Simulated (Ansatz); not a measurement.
**NbRu: how the settings move a relaxation**

Aim: see which settings change the result for NbRu, by how much, and at what cost.

Program: Ansatz 0.2.0. Level of theory: reference: DFT, PBEsol, PAW with Ansatz's default frozen-core files, scalar-relativistic. These are calculated values, not measurements.

### 1 The system as given

Symmetry: Pm-3m, No. 221, cubic system. The conventional cell has a = 3.018 Å, b = 3.018 Å, c = 3.018 Å, α = 90.00°, β = 90.00°, γ = 90.00°. Nb (site symmetry m-3m) has 8 Ru at 2.61 Å as nearest neighbours. Ru (site symmetry m-3m) is surrounded by 8 Nb at 2.61 Å.

Structure file:

```
Nb Ru
1.0
     3.01846    0.00000    0.00000
     0.00000    3.01846    0.00000
     0.00000    0.00000    3.01846
Nb Ru
1 1
Direct
  0.00000 0.00000 0.00000
  0.50000 0.50000 0.50000
```

### 2 The reference run

input.yaml reads:

```yaml
crystal:
  lattice:
    - [3.0184588706, 0.0, 0.0]
    - [0.0, 3.0184588706, 0.0]
    - [0.0, 0.0, 3.0184588706]
  atoms:
    - { symbol: Nb, position: [0.0, 0.0, 0.0] }
    - { symbol: Ru, position: [0.5, 0.5, 0.5] }
kpoints:
  mp_grid: { grid: [11, 11, 11] }
scf:
  occupations: { method: fermi_dirac, width: 0.05 }
hamiltonian:
  xc: pbesol
  pseudopotentials: { kind: paw }
output:
  forces: true
  stress: true
relax:
  f_tol: 0.01
  max_steps: 30
```

Started as:

```console
$ ansatz run input.yaml --threads 1 --pin off --max-ram 2048MiB --backend cpu --events-out ev --progress --plain --runs-dir out
```

### 3 Variant: n_extra_bands 4, dispersion d3bj, hubbard.sites [{species: Ru, l: d, u_eff: 6.0}], hubbard.double_counting amf

input.yaml: that of step 2 with these lines changed.

```diff
@@ -12,2 +12,3 @@
   occupations: { method: fermi_dirac, width: 0.05 }
+  n_extra_bands: 4
 hamiltonian:
@@ -15,2 +16,4 @@
   pseudopotentials: { kind: paw }
+  dispersion: d3bj
+  hubbard: { sites: [{ species: Ru, l: d, u_eff: 6.0 }], double_counting: amf }
 output:
```

**Question.** What will these runs give? Wanted: for each run, ending; energy change; pressure; gap; force.

**Answer**, as computed:

```csv
run,ending,energy change,pressure (GPa),gap (eV),force (eV/Å),cycles,time
reference,converged,0,38.4,0.00,0.00,6,1 s
"1: n_extra_bands 4, dispersion d3bj, hubbard.sites [{species: Ru, l: d, u_eff: 6.0}], hubbard.double_counting amf",converged,-925.8 meV/atom (U changed: no physical gain or loss) (offset of the dispersion model),33.3,0.00,0.00,10,2.6 s
```

**Reading.** Changing the dispersion term and Hubbard U moves the energy by -925.8 meV/atom, and the pressure goes from 38.4 to 33.3 GPa. The U term adds an energy of its own, so the shift says nothing about which run is better. The dispersion term itself accounts for -770.2 meV/atom of it. Cost: 10 SCF cycles against 6, 2.6 s against 1 s. A changed U is a change of model: its shifts are not errors of convergence. The structure is not at rest: the sound run finds 38 GPa, so these are no properties of the relaxed crystal. Symmetry fixes the atoms and the cell is held, so no setting can move this relaxation. 
